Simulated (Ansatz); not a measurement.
# BH3OZn: taking an electron away

One table from this session's results is given with a row withheld; the runs are named, their logs left out.

Program: Ansatz 0.2.0, Gaussian basis. Level of theory: unrestricted cation, the program's frozen cores in correlated methods. These are calculated values, not measurements.

The runs, in order: UKS PBE-D4/def2-TZVPP; UKS r2SCAN-D4/def2-TZVPP; UKS PBE0-D4/def2-TZVPP; UKS B3LYP-D4/def2-TZVPP; UKS wB97X-V/def2-TZVPP; UKS wB97M-V/def2-TZVPP; UKS B2PLYP (frozen core with 3s3p of Cu, Zn)/def2-TZVPP; UHF-CCSD(T) with 3s3p of Cu, Zn/def2-TZVPP; UHF-MP2 with 3s3p of Cu, Zn/def2-QZVPP; extrapolation to the limit; then −ε(HOMO) from the neutral's earlier runs with LDA (SPW92), PBE-D4, revPBE-D4, BLYP-D4, r2SCAN-D4, B97M-V, PBE0-D4, B3LYP-D4, r2SCANh-D4, r2SCAN0-D4, HSE06-D4, BHLYP-D4, CAM-B3LYP-D4, LC-ωPBE, ωB97X-V, ωB97M-V.

### Structure used throughout

All runs share one geometry, relaxed beforehand with PBE0-D4 in a triple-zeta def2 set.

SMILES `[BH2][Zn][OH]`, 6 atoms, charge 0, spin multiplicity 1.

Atoms are counted from 1 here; the program's logs count them from 0.

Bond lengths: B1–Zn2 2.036 Å, B1–H4 1.197 Å, B1–H5 1.197 Å, Zn2–O3 1.783 Å, O3–H6 0.958 Å. Angles: Zn2–B1–H4 122.1°, Zn2–B1–H5 121.9°, H4–B1–H5 116.0°, B1–Zn2–O3 176.1°, Zn2–O3–H6 118.1°.

Set-up of the first run:

File in.yaml:

```yaml
crystal:
  periodic: [false, false, false]
  atoms:
    - {symbol: B, position_ang: [-1.105582, 0.409385, -0.906529]}
    - {symbol: Zn, position_ang: [0.421094, -0.026509, 0.368434]}
    - {symbol: O, position_ang: [1.765417, -0.289779, 1.509982]}
    - {symbol: H, position_ang: [-1.663866, -0.437195, -1.543047]}
    - {symbol: H, position_ang: [-1.498497, 1.529226, -1.064790]}
    - {symbol: H, position_ang: [2.081444, -1.185128, 1.635950]}
basis:
  gaussian: {orbitals: def2-TZVPP}
total_charge: 1
magnetization: {spin_polarized: true, initial_magnetization: 1}
hamiltonian: {xc: pbe, dispersion: d4}
```

Steps of the session up to this table: Cation, UKS PBE-D4/def2-TZVPP; Cation, UKS r2SCAN-D4/def2-TZVPP; Cation, UKS PBE0-D4/def2-TZVPP; Cation, UKS B3LYP-D4/def2-TZVPP; Cation, UKS wB97X-V/def2-TZVPP; Cation, UKS wB97M-V/def2-TZVPP; Cation, UKS B2PLYP (frozen core with 3s3p of Cu, Zn)/def2-TZVPP; Cation, UHF-CCSD(T) with 3s3p of Cu, Zn/def2-TZVPP; Cation, UHF-MP2 with 3s3p of Cu, Zn/def2-QZVPP.

One of the session's tables, all rows but one given; the rest of the session is left out.

For comparison, −ε(HOMO) of the neutral from earlier runs:

```
  functional  −ε(HOMO) (eV)
 LDA (SPW92)           6.76
      PBE-D4           6.52
   revPBE-D4           6.44
     BLYP-D4           6.42
   r2SCAN-D4           6.80
      B97M-V           6.83
     PBE0-D4           7.82
    B3LYP-D4           7.64
  r2SCANh-D4           7.33
  r2SCAN0-D4           7.99
    HSE06-D4           7.41
    BHLYP-D4           8.89
CAM-B3LYP-D4           9.20
     LC-ωPBE          10.55
     ωB97X-V          10.15
     ωB97M-V              ?
```

**Question.** Estimate the row for ωB97M-V.

As computed: −ε(HOMO) (eV): 10.03. In the column «−ε(HOMO) (eV)» it lies between CAM-B3LYP-D4 (9.20) and ωB97X-V (10.15).

To keep in mind: The cation may have settled in a state other than its lowest; no search over hole states beyond the program's own was made.
